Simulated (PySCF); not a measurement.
# AsP: the cost of one run

Computed with PySCF 2.14.0. Level: method and basis as typed in the scripts.

## 1. The system as given

AsP⁺: 2 atoms, charge 1, spin multiplicity 2.

Bond lengths: As1–P2 2.340 Å.

## 2. The base run

Contents of input.py:

```python
from pyscf import gto, scf
from pyscf.hessian import thermo

mol = gto.M(
    atom='As 0 0 0; P 0 0 2.34',
    basis='x2c-svpall',
    charge=1,
    spin=1,
    verbose=4,
)
mf = scf.UHF(mol)
mf = mf.sfx2c1e()
mf = mf.density_fit(auxbasis='def2-universal-jkfit')
mf.kernel()
hess = mf.Hessian().kernel()
print('wavenumber (cm^-1) =', thermo.harmonic_analysis(mol, hess)['freq_wavenumber'].round(1))
mf.dip_moment()
print('orbital energies (hartree):', [e[max(0, n-3):n+3].round(4) for e, n in zip(mf.mo_energy, mol.nelec)])
```

Command:

```bash
$ OMP_NUM_THREADS=1 python input.py
```

**Question.** How long does this run take on 1 thread of Arm Neoverse V1, shared host, and how much memory does it need?

About 13 s, with a peak of 0.37 GiB.
